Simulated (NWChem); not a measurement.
**CH4BFO (SMILES OCBF) at 6 levels**

Wanted: a comparison of 6 runs (HF/STO-3G, HF/def2-SVPD, B3LYP/6-31G*, B3LYP/def2-SVPD, PBE/def2-SVPD, SVWN5/def2-SVPD) of CH4BFO. 

The calculation is run with NWChem 7.3.0.

### Step 1. The molecule

CH4BFO: 8 atoms, total charge 0, spin state singlet. SMILES: `OCBF`. The shape is that of a PBE0-D4/def2-TZVP optimisation. This is one conformer, not always the lowest.

Bond lengths: O1–C2 1.408 Å, C2–B3 1.560 Å, B3–F4 1.317 Å, O1–H5 0.959 Å, C2–H6 1.105 Å, C2–H7 1.105 Å, B3–H8 1.201 Å. Angles: O1–C2–B3 113.4°, C2–B3–F4 121.5°, O1–C2–H6 112.5°, O1–C2–H7 112.5°, B3–C2–H6 106.7°, B3–C2–H7 106.6°, C2–O1–H5 108.9°, C2–B3–H8 120.7°, F4–B3–H8 117.8°, H6–C2–H7 104.5°.

### Step 2. Energy and forces at HF/STO-3G (run 1)

Input file job.nw:

```
start job
title "CH4BFO hf"
memory stack 880 mb heap 220 mb global 1100 mb

geometry units angstrom noautosym nocenter noautoz
O    -1.240500    0.762600   -0.169300
C     0.117900    0.425000   -0.013600
B     0.368600   -1.112000    0.076000
F    -0.622900   -1.976700    0.007200
H    -1.319100    1.717500   -0.217300
H     0.563100    0.872000    0.893700
H     0.744200    0.799800   -0.843400
H     1.481000   -1.545400    0.210800
end

basis spherical bse
* library STO-3G
end

scf
thresh 1e-08
maxiter 80
end

task scf gradient
```

Command:

```
$ nwchem job.nw > job.out
```

The program printed:

```text
[...]
  functions       =    24
[...]
  wavefunction    = RHF
[...]
         Total SCF energy =   -236.017570479500
      One-electron energy =   -548.500568487030
      Two-electron energy =    201.256373276271
 Nuclear repulsion energy =    111.226624731259
        Time for solution =      0.6s
[...]
                         RHF ENERGY GRADIENTS
    atom               coordinates                        gradient
                 x          y          z           x          y          z
   1 O      -2.344205   1.441105  -0.319931    0.029447   0.044111   0.001230
   2 C       0.222799   0.803134  -0.025700   -0.032779  -0.025612  -0.002322
   3 B       0.696553  -2.101375   0.143619    0.004187   0.048401  -0.001572
   4 F      -1.177110  -3.735421   0.013606   -0.019937  -0.016683  -0.001412
   5 H      -2.492738   3.245604  -0.410637   -0.007634  -0.039878   0.000864
   6 H       1.064105   1.647841   1.688848    0.003598   0.000075   0.004248
   7 H       1.406334   1.511403  -1.593795    0.004403  -0.000254  -0.003427
   8 H       2.798684  -2.920383   0.398354    0.018716  -0.010161   0.002390
[...]
```

Wall time 1.4 s (1 thread of AMD EPYC 9R45 (Zen 5), shared host); peak memory 0.1 GiB.

### Step 3. Energy and forces at HF/def2-SVPD (run 2)

Input file run.py:

```python
from ase import Atoms
from ase.calculators.nwchem import NWChem

system = Atoms('OCBFHHHH', positions=[
    [-1.240500, 0.762600, -0.169300],
    [0.117900, 0.425000, -0.013600],
    [0.368600, -1.112000, 0.076000],
    [-0.622900, -1.976700, 0.007200],
    [-1.319100, 1.717500, -0.217300],
    [0.563100, 0.872000, 0.893700],
    [0.744200, 0.799800, -0.843400],
    [1.481000, -1.545400, 0.210800],
])

calc = NWChem(
    label='ch4bfo',
    theory='scf',
    memory='2200 mb',
    basis='def2-SVPD',
    basispar='spherical bse',
    scf={'nopen': '0', 'rhf': None, 'thresh': '1e-08', 'maxiter': '80', 'print': 'low'},
)
system.calc = calc

forces = system.get_forces()
e = system.get_potential_energy()
print(f"E = {e:.6f} eV")
print("forces (eV/A):")
for s, f in zip(system.symbols, forces):
    print(f"{s:2s} {f[0]:10.5f} {f[1]:10.5f} {f[2]:10.5f}")
```

Command:

```
$ export ASE_NWCHEM_COMMAND="nwchem PREFIX.nwi > PREFIX.nwo"
$ python run.py
```

The program printed:

```text
E = -6504.875250 eV
forces (eV/A):
O     0.57449    1.09678    0.01419
C    -0.08500    0.35024   -0.02443
B    -0.02479   -0.47370    0.01769
F     0.08253    0.07780    0.00550
H    -0.10161   -1.02705    0.03229
H    -0.19324   -0.02252   -0.12907
H    -0.21582   -0.01316    0.08845
H    -0.03656    0.01162   -0.00463
```

The calculator wrote ch4bfo.nwi:

```
title "ch4bfo"

permanent_dir ch4bfo

scratch_dir ch4bfo

start ch4bfo

geometry units angstrom nocenter noautosym noautoz
  O  -1.2404999999999999e+00 7.6259999999999994e-01 -1.6930000000000001e-01
  C  1.1790000000000000e-01 4.2499999999999999e-01 -1.3599999999999999e-02
  B  3.6859999999999998e-01 -1.1120000000000001e+00 7.5999999999999998e-02
  F  -6.2290000000000001e-01 -1.9766999999999999e+00 7.1999999999999998e-03
  H  -1.3190999999999999e+00 1.7175000000000000e+00 -2.1729999999999999e-01
  H  5.6310000000000004e-01 8.7200000000000000e-01 8.9370000000000005e-01
  H  7.4419999999999997e-01 7.9979999999999996e-01 -8.4340000000000004e-01
  H  1.4810000000000001e+00 -1.5454000000000001e+00 2.1079999999999999e-01
end

memory 2200 mb

basis spherical bse noprint
   * library def2-SVPD
end

scf
  nopen 0
  rhf
  thresh 1e-08
  maxiter 80
  print low
end

task scf gradient
```

ch4bfo.nwo:

```text
Northwest Computational Chemistry Package (NWChem) 7.3.0
             --------------------------------------------------------

           Job information
           ---------------

    nwchem branch   = 7.3.0
    use scalapack   = T
    input           = ch4bfo.nwi
    prefix          = ch4bfo.
    data base       = ch4bfo/ch4bfo.db
    status          = startup
    nproc           =        1

           Memory information
           ------------------

[... 5 lines left out ...]
    hardfail = no
[... 112 lines left out ...]
       Final RHF  results
[... 3 lines left out ...]
      One-electron energy =   -549.997747112957
[... 1 line left out ...]
 Nuclear repulsion energy =    111.226624731259
[... 3 lines left out ...]
                              NWChem Gradients Module
                              -----------------------

                         RHF ENERGY GRADIENTS

    atom               coordinates                        gradient
                 x          y          z           x          y          z
   1 O      -2.344205   1.441105  -0.319931   -0.011172  -0.021329  -0.000276
   2 C       0.222799   0.803134  -0.025700    0.001653  -0.006811   0.000475
   3 B       0.696553  -2.101375   0.143619    0.000482   0.009212  -0.000344
[... 4 lines of this table left out ...]
   8 H       2.798684  -2.920383   0.398354    0.000711  -0.000226   0.000090

 Task  times  cpu:       23.8s     wall:       23.8s
 Total times  cpu:       23.8s     wall:       23.8s
```

It took 25 s on 1 thread of AMD EPYC 9R45 (Zen 5), shared host; peak memory 0.1 GiB.

Run 3 isn't shown in full; the table further down has it.

### Step 4. Energy and forces at B3LYP/def2-SVPD (run 4)

Input file run.py:

```python
from ase import Atoms
from ase.calculators.nwchem import NWChem

atoms = Atoms(['O', 'C', 'B', 'F', 'H', 'H', 'H', 'H'], positions=[
    [-1.240500, 0.762600, -0.169300],
    [0.117900, 0.425000, -0.013600],
    [0.368600, -1.112000, 0.076000],
    [-0.622900, -1.976700, 0.007200],
    [-1.319100, 1.717500, -0.217300],
    [0.563100, 0.872000, 0.893700],
    [0.744200, 0.799800, -0.843400],
    [1.481000, -1.545400, 0.210800],
])

calc = NWChem(
    label='ch4bfo',
    theory='dft',
    memory='2200 mb',
    basis='def2-SVPD',
    basispar='spherical bse',
    dft={'xc': 'b3lyp', 'mult': '1', 'grid': 'fine', 'convergence': 'energy 1e-08', 'iterations': '100', 'mulliken': None},
)
atoms.calc = calc

forces = atoms.get_forces()
print(f"energy = {atoms.get_potential_energy():.6f} eV")
print("forces (eV/A):")
for s, f in zip(atoms.symbols, forces):
    print(f"{s:2s} {f[0]:10.5f} {f[1]:10.5f} {f[2]:10.5f}")
print("dipole (e A):", atoms.get_dipole_moment().round(4))
```

Command:

```
$ export ASE_NWCHEM_COMMAND="nwchem PREFIX.nwi > PREFIX.nwo"
$ python run.py
```

The program printed:

```text
energy = -6539.106989 eV
forces (eV/A):
O    -0.14069    0.05199   -0.01687
C     0.05903   -0.24677    0.01568
B     0.29151    0.13755    0.02551
F    -0.32391   -0.25531   -0.02350
H    -0.15499    0.17016   -0.02319
H     0.06309    0.10629    0.17802
H     0.09935    0.09199   -0.16882
H     0.10660   -0.05584    0.01322
dipole (e A): [0.3484 0.4552 0.0175]
```

The calculator wrote ch4bfo.nwi:

```
title "ch4bfo"

permanent_dir ch4bfo

scratch_dir ch4bfo

start ch4bfo

geometry units angstrom nocenter noautosym noautoz
  O  -1.2404999999999999e+00 7.6259999999999994e-01 -1.6930000000000001e-01
  C  1.1790000000000000e-01 4.2499999999999999e-01 -1.3599999999999999e-02
  B  3.6859999999999998e-01 -1.1120000000000001e+00 7.5999999999999998e-02
  F  -6.2290000000000001e-01 -1.9766999999999999e+00 7.1999999999999998e-03
  H  -1.3190999999999999e+00 1.7175000000000000e+00 -2.1729999999999999e-01
  H  5.6310000000000004e-01 8.7200000000000000e-01 8.9370000000000005e-01
  H  7.4419999999999997e-01 7.9979999999999996e-01 -8.4340000000000004e-01
  H  1.4810000000000001e+00 -1.5454000000000001e+00 2.1079999999999999e-01
end

memory 2200 mb

basis spherical bse noprint
   * library def2-SVPD
end

dft
  xc b3lyp
  mult 1
  grid fine
  convergence energy 1e-08
  iterations 100
  mulliken
end

task dft gradient
```

ch4bfo.nwo:

```text
Northwest Computational Chemistry Package (NWChem) 7.3.0
             --------------------------------------------------------

           Job information
           ---------------

    nwchem branch   = 7.3.0
    use scalapack   = T
    input           = ch4bfo.nwi
    prefix          = ch4bfo.
    data base       = ch4bfo/ch4bfo.db
    status          = startup
    nproc           =        1

           Memory information
           ------------------

[... 5 lines left out ...]
    hardfail = no
[... 108 lines left out ...]
  convergence criterion.
[... 44 lines left out ...]
          Spatial weights used:  Erf1
[... 32 lines left out ...]
 1-e energy   =    -546.847362
[... 43 lines left out ...]
           Coulomb energy =      228.575386634044
[... 903 lines left out ...]
          Convergence on density requested:  1.00D-05
[... 30 lines left out ...]
          total energy or number of iterations.
[... 36 lines left out ...]
                 ----------------------------------------
                 |  Time  |  1-e(secs)   |  2-e(secs)   |
                 ----------------------------------------
                 |  CPU   |       0.01   |       6.67   |
                 ----------------------------------------
                 |  WALL  |       0.01   |       6.67   |
                 ----------------------------------------

 Task  times  cpu:       26.2s     wall:       26.2s
 Total times  cpu:       26.2s     wall:       26.2s
```

It took 27 s on 1 thread of AMD EPYC 9R45 (Zen 5), shared host; peak memory 0.12 GiB.

Run 5 isn't shown in full; the table further down has it.

### Step 5. Energy and gradient at SVWN5/def2-SVPD (run 6)

Input file mol.xyz:

```xyz
8
CH4BFO
O     -1.240500     0.762600    -0.169300
C      0.117900     0.425000    -0.013600
B      0.368600    -1.112000     0.076000
F     -0.622900    -1.976700     0.007200
H     -1.319100     1.717500    -0.217300
H      0.563100     0.872000     0.893700
H      0.744200     0.799800    -0.843400
H      1.481000    -1.545400     0.210800
```

Input file mol.nw:

```
start mol
title "CH4BFO"
memory total 2200 mb

geometry noautosym nocenter noautoz
  load mol.xyz
end

basis "ao basis" spherical bse
  * library def2-SVPD
end

dft
  xc slater vwn_5
  grid fine
  convergence energy 1e-08
  maxiter 100
  mulliken
  print medium
end

task dft gradient
```

Command:

```
$ nwchem mol.nw > mol.out
```

The program printed:

```text
[...]
          Wavefunction type:  closed shell.
          No. of atoms     :     8
          No. of electrons :    32
[...]
          Charge           :     0
          Spin multiplicity:     1
[...]
          AO basis - number of functions:   118
[...]
              XC Information
              --------------
                        Slater Exchange Functional  1.000 local
                      VWN V Correlation Functional  1.000 local
[...]
 d= 0,ls=0.0,diis     1   -238.3686062264 -3.50D+02  1.83D-02  1.14D+00     1.6
[...]
 d= 0,ls=0.0,diis    11   -238.4701260584 -2.20D-09  2.34D-07  7.67D-10    13.6
         Total DFT energy =     -238.470126058397
      One electron energy =     -549.823594082131
           Coulomb energy =      228.226325975177
    Exchange-Corr. energy =      -28.099482682703
 Nuclear repulsion energy =      111.226624731259
[...]
  wavefunction    = closed shell
                         DFT ENERGY GRADIENTS
    atom               coordinates                        gradient
                 x          y          z           x          y          z
   1 O      -2.344205   1.441105  -0.319931   -0.008029   0.012465  -0.001354
   2 C       0.222799   0.803134  -0.025700    0.017959   0.012838   0.001352
   3 B       0.696553  -2.101375   0.143619    0.003899  -0.008489   0.000754
   4 F      -1.177110  -3.735421   0.013606    0.002175  -0.000772   0.000257
   5 H      -2.492738   3.245604  -0.410637    0.003357  -0.012816   0.000883
   6 H       1.064105   1.647841   1.688848   -0.004922  -0.003670  -0.008677
   7 H       1.406334   1.511403  -1.593795   -0.006634  -0.002988   0.007739
   8 H       2.798684  -2.920383   0.398354   -0.007805   0.003433  -0.000956
[...]
```

It took 21 s on 1 thread of AMD EPYC 9R45 (Zen 5), shared host; peak memory 0.12 GiB.

### Step 6. Overview of the runs

| run | level | Cartesian functions | iteration cap | energy (Eh) | dipole moment (D) | HOMO energy (eV) | LUMO energy (eV) | wall time |
| --- | --- | --- | --- | --- | --- | --- | --- | --- |
| 1 | HF/STO-3G | no | 80 | -236.017570 | 1.82 | -9.58 | 7.77 | 1.4 s |
| 2 | HF/def2-SVPD | no | 80 | -239.049758 | – | – | – | 25 s |
| 3 | B3LYP/6-31G* (Cartesian functions) | yes | 100 | -240.456720 | 2.46 | -7.41 | -0.22 | 16 s |
| 4 | B3LYP/def2-SVPD | no | 100 | -240.307751 | 2.75 | -8.06 | -0.85 | 27 s |
| 5 | PBE/def2-SVPD | no | 100 | -240.027154 | 2.62 | -6.64 | -1.64 | 27 s |
| 6 | SVWN5/def2-SVPD | no | 100 | -238.470126 | 2.74 | -6.78 | -1.90 | 21 s |

### Step 7. What came out

| quantity | value |
| --- | --- |
| run 6: total energy | -238.47013 Eh |
| run 6: dipole moment | 2.74 D |
| run 6: HOMO energy | -6.78 eV |
| run 6: LUMO energy | -1.90 eV |
| run 6: HOMO–LUMO gap | 4.87 eV |
| run 6: largest force on an atom | 1.137 eV/Å |

Over runs 1, 3, 4, 5, 6 the dipole moment (its size) runs from 1.82 D (HF/STO-3G) to 2.75 D (B3LYP/def2-SVPD). The two ends differ in method and basis. Over runs 1, 3, 4, 5, 6 the HOMO–LUMO gap runs from 4.87 eV (SVWN5/def2-SVPD) to 17.35 eV (HF/STO-3G). Totals of different functionals can't be ranked against each other. In run 1 the basis is minimal, so the values are rough. All runs together took 2 min, the longest 27 s.
